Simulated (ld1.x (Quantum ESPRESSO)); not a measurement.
# Cu: generating and testing an ultrasoft potential

Do these settings give a usable potential? It is generated, then checked for transferability, scattering, ghosts and hardness.

Program: ld1.x (Quantum ESPRESSO) 7.5. Reference atom: PBE, scalar-relativistic, spherical and spin-unpolarised. All values are calculated.

### 1 The atom and the settings

Typed settings, in words:

| Item | Value |
| --- | --- |
| element | copper (Cu, Z = 29) |
| type | ultrasoft |
| frozen core | [Ne] |
| valence charge | 19 |
| reference configuration | 3s2 3p6 3d10 4s1 4p0 |
| partial waves | 3s (bound): rcut 1.00, rcutus 1.25 bohr; 4s (bound): rcut 1.00, rcutus 1.25 bohr; 3p (bound): rcut 1.05, rcutus 1.35 bohr; 4p (bound, empty): rcut 1.05, rcutus 1.35 bohr; 3d (bound): rcut 0.95, rcutus 1.10 bohr; 3d channel at 0.35 Ry: rcut 0.95, rcutus 1.10 bohr |
| local potential | all-electron potential smoothed inside 0.85 bohr (lloc = -1) |
| core correction | a·sin(br)/r model core inside 1.05 bohr |
| augmentation charge | built from norm-conserving waves at rcut, not smoothed further |

The nodes and maxima of the atom's own shells, from an earlier all-electron run, set the scale for the radii.

All-electron outer shells of the reference configuration (PBE, scalar-relativistic, ld1.x):

```
shell  level (eV)  outermost node (bohr)  outermost maximum (bohr)
   2s    -1062.47                   0.07                      0.20
   2p     -916.98                      –                      0.16
   3s     -114.70                   0.29                      0.61
   3p      -72.14                   0.26                      0.62
   3d       -5.04                      –                      0.60
   4s       -4.61                   0.89                      2.27
   4p       -0.70                   0.97                      3.65
```

### 2 The generation run

Cu.in

```
 &input
   title='Cu', zed=29., rel=1, dft='PBE', iswitch=3,
   config='[Ar] 3d10 4s1 4p0',
   nld=3, rlderiv=1.50, eminld=-10.0, emaxld=5.0, deld=0.04
 /
 &inputp
   pseudotype=3, tm=.true., lloc=-1, rcloc=0.85,
   nlcc=.true., rcore=1.05,
   file_pseudopw='Cu.UPF', file_wfcaegen='ae.wfc', file_wfcncgen='nc.wfc', file_beta='beta', file_chi='chi', file_wfcusgen='us.wfc'
 /
6
3S  1  0   2.00   0.00  1.00  1.25  0.0
4S  2  0   1.00   0.00  1.00  1.25  0.0
3P  2  1   6.00   0.00  1.05  1.35  0.0
4P  3  1   0.00   0.00  1.05  1.35  0.0
3D  3  2  10.00   0.00  0.95  1.10  0.0
3D  3  2   0.00   0.35  0.95  1.10  0.0
 &test
   configts(1)='3s2 3p6 3d10 4s1 4p0'
 /
```

The run is started by

```console
$ ld1.x < Cu.in > Cu.out
```

What the program wrote to Cu.out (without the banner and most projector matrices):

```text
     Program LD1 v.7.5
     --------------------------- All-electron run ----------------------------

     Cu
     scalar relativistic calculation

     atomic number is 29.00
     dft =PBE   lsd =0 sic =0 latt =0  beta=0.20 tr2=1.0E-14
     Exchange-correlation= PBE
                           (   1   4   3   4   0   0   0)
     mesh =1199 r(mesh) = 100.25372 a.u. xmin = -7.00 dx = 0.01250
     1 Ry =  13.60569312 eV, c = 137.03599908

     n l     nl                  e(Ry)          e(Ha)          e(eV)
     1 0     1S 1( 2.00)      -650.5489      -325.2745     -8851.1694
     2 0     2S 1( 2.00)       -78.0904       -39.0452     -1062.4738
     2 1     2P 1( 6.00)       -67.3965       -33.6983      -916.9763
     3 0     3S 1( 2.00)        -8.4305        -4.2153      -114.7030
     3 1     3P 1( 6.00)        -5.3024        -2.6512       -72.1430
     3 2     3D 1(10.00)        -0.3703        -0.1851        -5.0378
     4 0     4S 1( 1.00)        -0.3388        -0.1694        -4.6093
     4 1     4P 1( 0.00)        -0.0512        -0.0256        -0.6967

     final scf error:  5.3E-15 reached in  32 iterations

     Etot =   -3309.701531 Ry,   -1654.850765 Ha,  -45030.783357 eV

     Ekin =    3358.932341 Ry,    1679.466170 Ha,   45700.602648 eV
     Encl =   -7969.314771 Ry,   -3984.657386 Ha, -108428.051175 eV
     Eh   =    1435.751702 Ry,     717.875851 Ha,   19534.397054 eV
     Exc  =    -135.070802 Ry,     -67.535401 Ha,   -1837.731883 eV

     normalization and overlap integrals

     s(1S/1S) =  1.000000  <r> =   0.0521  <r2> =    0.0037  r(max) =   0.0341
     s(2S/2S) =  1.000000  <r> =   0.2352  <r2> =    0.0653  r(max) =   0.1960
     s(2P/2P) =  1.000000  <r> =   0.2064  <r2> =    0.0523  r(max) =   0.1585
     s(3S/3S) =  1.000000  <r> =   0.7119  <r2> =    0.5863  r(max) =   0.6112
     s(3P/3P) =  1.000000  <r> =   0.7494  <r2> =    0.6650  r(max) =   0.6189
     s(3D/3D) =  1.000000  <r> =   1.0474  <r2> =    1.5756  r(max) =   0.6036
     s(4S/4S) =  1.000000  <r> =   2.9362  <r2> =   10.2155  r(max) =   2.2710
     s(4P/4P) =  1.000000  <r> =   5.1791  <r2> =   33.4210  r(max) =   3.6517

     ------------------------ End of All-electron run ------------------------

     --------------------- Generating US pseudopotential ---------------------

      Generating local potential from pseudized AE potential:
      Matching radius rcloc =   0.8500

      Local pseudo, rcloc= 0.846 Estimated cut-off energy=    34.88 Ry

      Computing core charge for nlcc:

       r > 1.06 : true rho core
       r < 1.06 : rho core = a sin(br)/r    a=   0.00  b=   2.79

      Integrated core pseudo-charge :   0.00

      Wfc   3S  rcut= 1.008  Using Troullier-Martins method
      Wfc-us  3S rcutus= 1.262  Estimated cut-off energy=    34.46 Ry

      Wfc   4S  rcut= 1.008  Using Troullier-Martins method
      Wfc-us  4S rcutus= 1.262  Estimated cut-off energy=    70.79 Ry

      Wfc   3P  rcut= 1.059  Using Troullier-Martins method
      Wfc-us  3P rcutus= 1.360  Estimated cut-off energy=    46.11 Ry

      Wfc   4P  rcut= 1.059  Using Troullier-Martins method
      Wfc-us  4P rcutus= 1.360  Estimated cut-off energy=    87.05 Ry

      Wfc   3D  rcut= 0.959  Using Troullier-Martins method
      Wfc-us  3D rcutus= 1.114  Estimated cut-off energy=    92.48 Ry

      Wfc   3D  rcut= 0.959  Using Troullier-Martins method
      Wfc-us  3D rcutus= 1.114  Estimated cut-off energy=    96.72 Ry

     ------------------- End of pseudopotential generation -------------------

     [... the all-electron block is printed once more ...]


     Computing logarithmic derivative in   1.49402
     Computing logarithmic derivative in   1.49402
     Computing the partial wave expansion
     R is outside the sphere for l=    0 j= 0.00
     R is outside the sphere for l=    0 j= 0.00
     R is outside the sphere for l=    1 j= 0.00
     R is outside the sphere for l=    1 j= 0.00
     R is outside the sphere for l=    2 j= 0.00
     R is outside the sphere for l=    2 j= 0.00

     ---------------------- Testing the pseudopotential ----------------------

     Cu
     scalar relativistic calculation

     atomic number is 29.00   valence charge is 19.00
     dft =PBE   lsd =0 sic =0 latt =0  beta=0.20 tr2=1.0E-14
     mesh =1199 r(mesh) = 100.25372 xmin = -7.00 dx = 0.01250

     n l     nl             e AE (Ry)        e PS (Ry)    De AE-PS (Ry)
     1 0     3S   1( 2.00)       -8.43051       -8.48641        0.05590  !
     2 1     3P   1( 6.00)       -5.30241       -5.36365        0.06123  !
     3 2     3D   1(10.00)       -0.37027       -0.42816        0.05789  !
     2 0     4S   1( 1.00)       -0.33878       -0.27769       -0.06109  !
     3 1     4P   1( 0.00)       -0.05121       -0.05175        0.00054

     eps = 5.6E-15  iter = 65

     Etot =   -3309.701531 Ry,   -1654.850765 Ha,  -45030.783357 eV
     Etotps =  -392.843810 Ry,    -196.421905 Ha,   -5344.912327 eV

     Ekin =     116.007275 Ry,      58.003638 Ha,    1578.359388 eV
     Encl =    -926.277973 Ry,    -463.138986 Ha,  -12602.653844 eV
     Ehrt =     350.586372 Ry,     175.293186 Ha,    4769.970585 eV
     Ecxc =     -37.718179 Ry,     -18.859089 Ha,    -513.181965 eV
     (Ecc =      -0.000058 Ry,      -0.000029 Ha,      -0.000788 eV)
     Epseu=     104.558694 Ry,      52.279347 Ha,    1422.593509 eV

     ---------------------- End of pseudopotential test ----------------------
```

Wall time 2.5 s (1 thread of Neoverse-V1, shared host). This counts the later configuration tests of the new file too.

All-electron and pseudo partial waves u(r) = r·R(r), from the program's wave files:

```
r (bohr)    4s AE    4s PS   3d AE   3d PS
   0.068  -0.0018   0.1559  0.0424  0.0024
   0.135  -0.1424   0.2974  0.1921  0.0182
   0.202  -0.1256   0.4162  0.3911  0.0578
   0.270  -0.0193   0.5053  0.5852  0.1279
   0.338   0.0991   0.5575  0.7426  0.2273
   0.405   0.1887   0.5713  0.8543  0.3470
   0.473   0.2397   0.5493  0.9262  0.4790
   0.540   0.2522   0.4974  0.9624  0.6056
   0.608   0.2341   0.4212  0.9719  0.7168
   0.675   0.1943   0.3311  0.9620  0.7992
   0.742   0.1402   0.2340  0.9389  0.8491
   0.810   0.0769   0.1355  0.9070  0.8671
   0.878   0.0098   0.0421  0.8699  0.8573
   0.945  -0.0568  -0.0416  0.8308  0.8288
   1.013  -0.1226  -0.1172  0.7901  0.7904
   1.080  -0.1843  -0.1831  0.7503  0.7503
   1.148  -0.2427  -0.2428  0.7108  0.7108
   1.215  -0.2958  -0.2959  0.6732  0.6732
   1.283  -0.3449  -0.3449  0.6368  0.6368
   1.350  -0.3885  -0.3885  0.6027  0.6027
   1.418  -0.4280  -0.4280  0.5699  0.5699
   1.485  -0.4624  -0.4624  0.5393  0.5393
   1.553  -0.4931  -0.4931  0.5102  0.5102
   1.620  -0.5193  -0.5193  0.4831  0.4831
   1.688  -0.5422  -0.5422  0.4573  0.4573
   1.755  -0.5613  -0.5613  0.4334  0.4334
```

### 3 Testing the new file in other configurations

Cu.test.in

```
 &input
   title='Cu', zed=29., rel=1, dft='PBE', iswitch=2,
   config='[Ar] 3d10 4s1 4p0'
 /
 &test
   file_pseudo='Cu.UPF', nconf=8,
   configts(1)='3s2 3p6 3d10 4s1 4p0',
   configts(2)='3s2 3p6 3d10 4s0 4p0',
   configts(3)='3s2 3p6 3d9 4s0 4p0',
   configts(4)='3s2 3p6 3d8 4s0 4p0',
   configts(5)='3s2 3p6 3d9 4s1 4p1',
   configts(6)='3s2 3p6 3d9 4s2 4p0',
   configts(7)='3s1 3p6 3d10 4s1 4p0',
   configts(8)='3s2 3p6 3d9 4s1 4p0'
 /
```

The run is started by

```console
$ ld1.x < Cu.test.in > Cu.test.out
```

Cu.test.out, the pseudopotential blocks:

```text
     ---------------------- Testing the pseudopotential ----------------------

     Cu
     scalar relativistic calculation

     atomic number is 29.00   valence charge is 19.00
     dft =PBE   lsd =0 sic =0 latt =0  beta=0.20 tr2=1.0E-14
     mesh =1199 r(mesh) = 100.25372 xmin = -7.00 dx = 0.01250

     n l     nl             e AE (Ry)        e PS (Ry)    De AE-PS (Ry)
     1 0     3S   1( 2.00)       -8.43051       -8.48641        0.05590  !
     2 1     3P   1( 6.00)       -5.30241       -5.36365        0.06123  !
     3 2     3D   1(10.00)       -0.37027       -0.42816        0.05789  !
     2 0     4S   1( 1.00)       -0.33878       -0.27769       -0.06109  !
     3 1     4P   1( 0.00)       -0.05121       -0.05175        0.00054

     eps = 8.6E-15  iter = 65

     Etot =   -3309.701531 Ry,   -1654.850765 Ha,  -45030.783357 eV
     Etotps =  -392.843810 Ry,    -196.421905 Ha,   -5344.912327 eV

     Ekin =     116.007275 Ry,      58.003638 Ha,    1578.359388 eV
     Encl =    -926.277973 Ry,    -463.138986 Ha,  -12602.653844 eV
     Ehrt =     350.586372 Ry,     175.293186 Ha,    4769.970585 eV
     Ecxc =     -37.718179 Ry,     -18.859089 Ha,    -513.181965 eV
     (Ecc =      -0.000058 Ry,      -0.000029 Ha,      -0.000788 eV)
     Epseu=     104.558694 Ry,      52.279347 Ha,    1422.593510 eV

     ---------------------- End of pseudopotential test ----------------------

     ---------------------- Testing the pseudopotential ----------------------

     Cu
     [...]
     n l     nl             e AE (Ry)        e PS (Ry)    De AE-PS (Ry)
     1 0     3S   1( 2.00)       -9.06400       -9.05974       -0.00425
     2 1     3P   1( 6.00)       -5.93825       -5.93962        0.00137
     3 2     3D   1(10.00)       -1.00387       -1.00506        0.00119
     2 0     4S   1( 0.00)       -0.87409       -0.74601       -0.12807  !
     3 1     4P   1( 0.00)       -0.48142       -0.42769       -0.05373  !

     eps = 5.6E-15  iter = 50

     Etot =   -3309.102669 Ry,   -1654.551334 Ha,  -45022.635421 eV
     Etotps =  -392.338364 Ry,    -196.169182 Ha,   -5338.035387 eV
     dEtot_ae =       0.598862 Ry
     dEtot_ps =       0.505446 Ry,   Delta E=       0.093416 Ry

     [...]
     ---------------------- End of pseudopotential test ----------------------

     ---------------------- Testing the pseudopotential ----------------------

     Cu
     [...]
     n l     nl             e AE (Ry)        e PS (Ry)    De AE-PS (Ry)
     1 0     3S   1( 2.00)      -10.31083      -10.31470        0.00387
     2 1     3P   1( 6.00)       -7.17487       -7.18308        0.00821  !
     3 2     3D   1( 9.00)       -2.17762       -2.18402        0.00640  !
     2 0     4S   1( 0.00)       -1.64243       -1.44138       -0.20105  !
     3 1     4P   1( 0.00)       -1.12816       -1.02029       -0.10787  !

     eps = 2.9E-15  iter = 33

     Etot =   -3307.534761 Ry,   -1653.767381 Ha,  -45001.302955 eV
     Etotps =  -390.767178 Ry,    -195.383589 Ha,   -5316.658306 eV
     dEtot_ae =       2.166770 Ry
     dEtot_ps =       2.076632 Ry,   Delta E=       0.090137 Ry

     [...]
     ---------------------- End of pseudopotential test ----------------------

     ---------------------- Testing the pseudopotential ----------------------

     Cu
     [...]
     n l     nl             e AE (Ry)        e PS (Ry)    De AE-PS (Ry)
     1 0     3S   1( 2.00)      -11.81043      -11.83650        0.02607  !
     2 1     3P   1( 6.00)       -8.65850       -8.68496        0.02646  !
     3 2     3D   1( 8.00)       -3.59499       -3.61740        0.02241  !
     2 0     4S   1( 0.00)       -2.53770       -2.24477       -0.29293  !
     3 1     4P   1( 0.00)       -1.91536       -1.77438       -0.14098  !

     eps = 9.6E-15  iter = 31

     Etot =   -3304.666857 Ry,   -1652.333428 Ha,  -44962.283127 eV
     Etotps =  -387.885849 Ry,    -193.942925 Ha,   -5277.455832 eV
     dEtot_ae =       5.034674 Ry
     dEtot_ps =       4.957961 Ry,   Delta E=       0.076713 Ry

     [...]
     ---------------------- End of pseudopotential test ----------------------

     ---------------------- Testing the pseudopotential ----------------------

     Cu
     [...]
     n l     nl             e AE (Ry)        e PS (Ry)    De AE-PS (Ry)
     1 0     3S   1( 2.00)       -8.97493       -9.09497        0.12003  !
     2 1     3P   1( 6.00)       -5.83772       -5.96209        0.12437  !
     3 2     3D   1( 9.00)       -0.85163       -0.96811        0.11649  !
     2 0     4S   1( 1.00)       -0.52491       -0.44880       -0.07611  !
     3 1     4P   1( 1.00)       -0.15499       -0.15280       -0.00219

     eps = 6.6E-15  iter = 77

     Etot =   -3309.200967 Ry,   -1654.600483 Ha,  -45023.972836 eV
     Etotps =  -392.254712 Ry,    -196.127356 Ha,   -5336.897242 eV
     dEtot_ae =       0.500564 Ry
     dEtot_ps =       0.589098 Ry,   Delta E=      -0.088534 Ry

     [...]
     ---------------------- End of pseudopotential test ----------------------

     ---------------------- Testing the pseudopotential ----------------------

     Cu
     [...]
     n l     nl             e AE (Ry)        e PS (Ry)    De AE-PS (Ry)
     1 0     3S   1( 2.00)       -8.81962       -8.96893        0.14931  !
     2 1     3P   1( 6.00)       -5.68196       -5.83428        0.15233  !
     3 2     3D   1( 9.00)       -0.69958       -0.84168        0.14210  !
     2 0     4S   1( 2.00)       -0.42717       -0.37232       -0.05485  !
     3 1     4P   1( 0.00)       -0.08609       -0.09382        0.00773  !

     eps = 7.7E-15  iter = 55

     Etot =   -3309.556741 Ry,   -1654.778371 Ha,  -45028.813395 eV
     Etotps =  -392.543978 Ry,    -196.271989 Ha,   -5340.832899 eV
     dEtot_ae =       0.144790 Ry
     dEtot_ps =       0.299832 Ry,   Delta E=      -0.155043 Ry

     [...]
     ---------------------- End of pseudopotential test ----------------------
```

2 tests gave no usable energy difference (3s1 3p6 3d10 4s1 4p0; 3s2 3p6 3d9 4s1 4p0); the test run stopped with "negative norm?".

Excitation and ionisation energies from 3s2 3p6 3d10 4s1 4p0, with the error of the potential.

```tsv
valence configuration	charge	ΔE all-electron (eV)	error AE − PS (meV)
3s2 3p6 3d10 4s0 4p0	+1	8.148	+1271
3s2 3p6 3d9 4s0 4p0	+2	29.480	+1226
3s2 3p6 3d8 4s0 4p0	+3	68.500	+1044
3s2 3p6 3d9 4s1 4p1	0	6.811	-1205
3s2 3p6 3d9 4s2 4p0	0	1.970	-2109
```

### 4 Scattering by logarithmic derivatives

Taken from the files of the generation run. The phase is arctan(r·u′/u) with u = r·R, unwrapped, with energies in Ry. A pole is an energy at which the radial function vanishes at the test radius. The pseudo phase is shifted by a multiple of π to meet the all-electron one at the reference energy. Levels narrower than the energy grid can be missing from the poles. Left out: s, p, where the overlap operator is not positive , so their phases aren't trusted. The last column is the largest difference on the grid between −1 and +1 Ry.

| channel | radius (bohr) | reference (Ry) | poles AE | poles PS | window around the reference with phases within 0.05 rad (Ry) | largest difference near zero (rad) |
| --- | --- | --- | --- | --- | --- | --- |
| d | 1.49 | -0.37 | 0.65 | 0.59 | not even at the reference energy | 0.150 |

Phases (rad) along the scan:

```
E (Ry)    d AE    d PS
-10.00   1.364   1.363
 -9.52   1.359   1.358
 -9.04   1.353   1.353
 -8.56   1.347   1.347
 -8.08   1.341   1.340
 -7.60   1.334   1.333
 -7.12   1.326   1.325
 -6.64   1.317   1.316
 -6.16   1.307   1.306
 -5.68   1.296   1.294
 -5.20   1.283   1.281
 -4.72   1.267   1.265
 -4.24   1.249   1.246
 -3.76   1.226   1.222
 -3.28   1.196   1.192
 -2.80   1.155   1.149
 -2.32   1.096   1.086
 -1.84   0.996   0.978
 -1.36   0.793   0.751
 -0.88   0.238   0.114
 -0.40  -0.835  -0.937
  0.08  -1.350  -1.385
  0.56  -1.547  -1.563
  1.04  -1.650  -1.661
  1.52  -1.720  -1.728
  2.00  -1.775  -1.782
  2.48  -1.825  -1.832
  2.96  -1.874  -1.882
  3.44  -1.928  -1.937
  3.92  -1.989  -2.001
  4.40  -2.065  -2.080
  4.88  -2.163  -2.184
```

### 5 Cutoff and ghost test in a Bessel basis

A separate test, outside the generator: the pseudo-atom's Hamiltonian at the reference potential is diagonalised in spherical Bessel functions j_l(qr) that vanish at 20 bohr, with q² up to the cutoff.

Even at 400 Ry an occupied level stays 46 mRy from its reference, so no cutoffs are read; the levels have long settled, so the basis size isn't the cause: the level found isn't the valence state, or the test fails for this file. The overlap operator is not positive in s, p (lowest eigenvalue -1.392), so the test is not defined there. The ghost test is not conclusive.

### 6 Results

```
                                                quantity                                                  value
                                                 cutoffs                                         not determined
                                            bound ghosts                                         not determined
                       largest miss of a reference level                                           833 meV (3p)
                            largest test error (AE − PS)  -2109 meV, for 3s2 3p6 3d9 4s2 4p0 (2 tests unsolved)
largest phase difference near zero energy, channels read                                              0.150 rad
         lowest eigenvalue of the overlap (Bessel basis)                                             -1.392 (p)
```

**Reading.** The overlap operator is not positive definite in s, p, so a plane-wave run would break down once the basis is large enough. Already in the reference configuration the 3p level is off by 833 meV. By total energies transferability is poor: the largest error is 2109 meV on 2.0 eV, for 3s2 3p6 3d9 4s2 4p0. The test run broke off, so later configurations gave nothing; the verdict rests on few tests. Even at 400 Ry an occupied level stays 46 mRy from its reference, so no cutoffs are read; the levels have long settled, so the basis size isn't the cause: the level found isn't the valence state, or the test fails for this file. Ghosts could not be judged. Of the channels read, d scatters worst near zero energy, by up to 0.15 rad. All of this concerns the isolated atom, not yet a solid.
